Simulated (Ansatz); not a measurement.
# H₄INSSi: one species, many methods

One table from this session's results is given with a row withheld; the runs are named, their logs left out.

Program: Ansatz 0.2.0, Gaussian basis. Level of theory: functionals in def2-TZVPP, the program's frozen cores in correlated methods. These are calculated values, not measurements.

The runs, in order: LDA (SPW92), PBE-D4, revPBE-D4, BLYP-D4, r2SCAN-D4, B97M-V, PBE0-D4, B3LYP-D4, r2SCANh-D4, r2SCAN0-D4, HSE06-D4, BHLYP-D4, CAM-B3LYP-D4, LC-ωPBE, ωB97X-V, ωB97M-V, B2PLYP, PBE-QIDH; CCSD(T)/def2-SVP; CCSD(T)/def2-TZVPP; MP2/def2-QZVPP; extrapolation to the limit; RPA on PBE.

**The relaxed structure**

All runs share one geometry, relaxed beforehand with PBE0-D4 in a triple-zeta def2 set. I takes the def2 core potential; no spin-orbit term is included.

SMILES `N[SiH](S)I`, 8 atoms, charge 0, spin multiplicity 1.

Atoms are counted from 1 here; the program's logs count them from 0.

Bond lengths: N1–Si2 1.697 Å, N1–H5 1.008 Å, N1–H6 1.008 Å, Si2–S3 2.124 Å, Si2–I4 2.469 Å, Si2–H7 1.478 Å, S3–H8 1.342 Å. Angles: Si2–N1–H5 120.0°, Si2–N1–H6 120.4°, H5–N1–H6 111.9°, N1–Si2–S3 105.4°, N1–Si2–I4 116.4°, N1–Si2–H7 107.5°, S3–Si2–I4 108.3°, S3–Si2–H7 115.0°, I4–Si2–H7 104.5°, Si2–S3–H8 94.5°.

The first run:

Input file in.yaml:

```yaml
crystal:
  periodic: [false, false, false]
  atoms:
    - {symbol: N, position_ang: [-0.148319, 1.387771, 0.341362]}
    - {symbol: Si, position_ang: [0.352080, -0.137653, -0.209784]}
    - {symbol: S, position_ang: [-0.010207, -1.468388, 1.405769]}
    - {symbol: I, position_ang: [-0.799516, -1.013065, -2.210814]}
    - {symbol: H, position_ang: [0.187543, 2.222844, -0.111607]}
    - {symbol: H, position_ang: [-1.070582, 1.513956, 0.727454]}
    - {symbol: H, position_ang: [1.767787, -0.020572, -0.617769]}
    - {symbol: H, position_ang: [-0.186687, -2.542194, 0.619689]}
basis:
  gaussian: {orbitals: def2-TZVPP}
hamiltonian: {xc: lda}
output: {orbitals: {seedname: orbitals}}
```

On the command line:

```console
$ ansatz run in.yaml --threads 4 --pin off --events-out ev --progress --plain --max-ram 10444MiB
```

Steps of the session up to this table: LDA; PBE-D4 (GGA); revPBE-D4 (GGA); BLYP-D4 (GGA); r2SCAN-D4 (meta-GGA); B97M-V (meta-GGA); B3LYP-D4 (hybrid); r2SCANh-D4 (hybrid); r2SCAN0-D4 (hybrid); HSE06-D4 (hybrid); BHLYP-D4 (hybrid); CAM-B3LYP-D4 (range-separated); LC-ωPBE (range-separated); ωB97X-V (range-separated); ωB97M-V (range-separated); B2PLYP (double hybrid); PBE-QIDH (double hybrid).

One of the session's tables, all rows but one given; the rest of the session is left out.

It belongs to the step «Orbital energies across the functionals». 

| functional | HOMO (eV) | gap (eV) |
| --- | --- | --- |
| LDA (SPW92) | -6.48 | 4.81 |
| PBE-D4 | -6.33 | 4.87 |
| revPBE-D4 | -6.28 | 4.91 |
| BLYP-D4 | ? | ? |
| r2SCAN-D4 | -6.64 | 5.43 |
| B97M-V | -6.66 | 5.44 |
| PBE0-D4 | -7.50 | 6.88 |
| B3LYP-D4 | -7.24 | 6.41 |
| r2SCANh-D4 | -7.06 | 6.15 |
| r2SCAN0-D4 | -7.69 | 7.23 |
| HSE06-D4 | -7.10 | 6.12 |
| BHLYP-D4 | -8.47 | 8.79 |
| CAM-B3LYP-D4 | -8.74 | 9.17 |
| LC-ωPBE | -10.11 | 11.66 |
| ωB97X-V | -9.76 | 11.22 |
| ωB97M-V | -9.61 | 10.87 |

Q: Estimate the row for BLYP-D4 from the others.

Worked estimate for «HOMO (eV)». Against the share of exact exchange, B3LYP-D4 (0.2, -7.24), BHLYP-D4 (0.5, -8.47) give a slope of -4.10 per unit share; at 0 the line stands at -6.42.

**Answer.** HOMO (eV): -6.15; gap (eV): 4.81. In «HOMO (eV)» the line misses by -0.27.
